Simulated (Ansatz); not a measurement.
**EuHg2: how the settings move a single-point run**

Aim: see which settings change the result for EuHg2, by how much, and at what cost.

Method: reference: DFT, LDA, PAW with Ansatz's default frozen-core files, scalar-relativistic, in Ansatz 0.2.0.

### 1 The system as given

It takes space group P6/mmm (No. 191, hexagonal). The conventional cell has a = 4.970 Å, b = 4.970 Å, c = 3.705 Å, α = 90.00°, β = 90.00°, γ = 120.00°. Eu (site symmetry 6/mmm) is surrounded by 12 Hg at 3.42 Å and 2 Eu at 3.71 Å. Hg (site symmetry -6m2) has 3 Hg at 2.87 Å and 6 Eu at 3.42 Å in its first shell of neighbours.

As a file:

```
CELL_PARAMETERS angstrom
4.97000 0.00000 0.00000
-2.48500 4.30415 0.00000
0.00000 0.00000 3.70500
ATOMIC_POSITIONS crystal
Eu 0.00000 0.00000 0.00000
Hg 0.33333 0.66667 0.50000
Hg 0.66667 0.33333 0.50000
```

### 2 Reference

Contents of input.yaml:

```yaml
crystal:
  lattice:
    - [4.97, 0.0, 0.0]
    - [-2.485, 4.3041462568, 0.0]
    - [0.0, 0.0, 3.705]
  atoms:
    - { symbol: Eu, position: [0.0, 0.0, 0.0], spin: 7.0 }
    - { symbol: Hg, position: [0.3333333333, 0.6666666667, 0.5] }
    - { symbol: Hg, position: [0.6666666667, 0.3333333333, 0.5] }
magnetization:
  spin_polarized: true
kpoints:
  mp_grid: { grid: [6, 6, 7] }
scf:
  occupations: { method: fermi_dirac, width: 0.05 }
hamiltonian:
  xc: lda
  pseudopotentials: { kind: paw }
output:
  forces: true
  stress: true
  eigenvalues: true
  populations: true
  dos: { projected: true, de: 0.1, e_range: [-8, 5] }
  write_density: true
  write_potential: true
  elf: true
  volumetric_format: npy
```

Started as:

```console
$ ansatz run input.yaml --threads 2 --pin off --max-ram 6144MiB --backend cpu --events-out ev --progress --plain --runs-dir out
```

### 3 Variant: starting moments

input.yaml, as its differences from that of step 2:

```diff
@@ -6,3 +6,3 @@
   atoms:
-    - { symbol: Eu, position: [0.0, 0.0, 0.0], spin: 7.0 }
+    - { symbol: Eu, position: [0.0, 0.0, 0.0], spin: 0.01 }
     - { symbol: Hg, position: [0.3333333333, 0.6666666667, 0.5] }
@@ -22,7 +22 @@
   eigenvalues: true
-  populations: true
-  dos: { projected: true, de: 0.1, e_range: [-8, 5] }
-  write_density: true
-  write_potential: true
-  elf: true
-  volumetric_format: npy
```

Before running it: what results should come out? Wanted: for each run, ending; energy change; pressure; abs. moment; force.

**Answer**, as computed:

| run | ending | energy change | pressure (GPa) | abs. moment (μB) | force (eV/Å) | cycles | time |
| --- | --- | --- | --- | --- | --- | --- | --- |
| reference | converged | 0 | -4.2 | 7.01 | 0.00 | 12 | 7.6 s |
| 1: starting moments | converged | 0.0 meV/atom | -4.2 | 7.01 | 0.00 | 12 | 7 s |

Times don't compare one to one where runs were asked for different outputs or read a saved state (see the inputs); cycles may leave out searches for a lower state.

Residual by cycle in the longest SCF loop of each run; runs are numbered as in the table. The quantity is the density residual dr2, in eV.

```
cycle  reference    run 1
    1       3.54     3.48
    2       1.49     1.46
    3      0.264    0.264
    4     0.0807   0.0857
    5     0.0125   0.0136
    6    0.00104  0.00103
    7     9.5e-5   8.6e-5
    8     1.1e-5   1.0e-5
    9     3.8e-7   3.8e-7
   10     1.4e-7   5.8e-8
   11     6.7e-9   2.1e-8
   12     3.5e-9   6.7e-8
```

What this shows: Changing the spin start leaves the energy as it was (0.0 meV/atom).
